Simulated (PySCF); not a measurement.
# C3H5Cl2NSi: the cost of one run

The runs use PySCF 2.14.0, with density-fitted response routines of our own; the level of theory stands in each step. All values are computed, except where a source is named. Atoms are numbered from 0 throughout.

## 1. Starting geometry

12 atoms, charge 0, multiplicity 1; geometry from: GFN2-xTB.

Bonds of the start (Å): C0–C1 1.34, C1–C2 1.47, C2–N3 1.26, C1–Si4 1.90, Si4–Cl5 2.02, Si4–Cl6 2.02, C0–H7 1.08, C0–H8 1.08, C2–H9 1.09, N3–H10 1.02, Si4–H11 1.46.

## 2. Ultraviolet spectrum: PBE0/def2-SVPD

What the job is given:

```
{"job": {"kind": "uv", "xc": "PBE0", "basis": "def2-SVPD", "nstates": 8, "ntriplets": 3}, "charge": 0, "multiplicity": 1}
C     -0.044587     1.750904    -0.006459
C     -0.169554     0.421502     0.030519
C     -1.521350    -0.154381     0.063087
N     -1.868201    -1.362010     0.073084
Si     1.335023    -0.738452     0.042903
Cl     3.013644     0.374104     0.174120
Cl     1.382560    -1.811622    -1.669390
H     -0.907322     2.400048    -0.012509
H      0.916045     2.237547    -0.033247
H     -2.333351     0.569889     0.080973
H     -1.108714    -2.040548     0.047653
H      1.307006    -1.647666     1.183240
```

Method: TDDFT PBE0/def2-SVPD, vertical, gas phase, core orbitals frozen in the response.

Launch:

```console
OMP_NUM_THREADS=1 python probes_run.py task.json out
```

The driver reads the jobs from task.json and runs them one after another.

Q: Estimate the wall time and peak memory of this job on 1 thread of Arm Neoverse N1, shared host.

About 62 s, with a peak of 0.81 GiB.
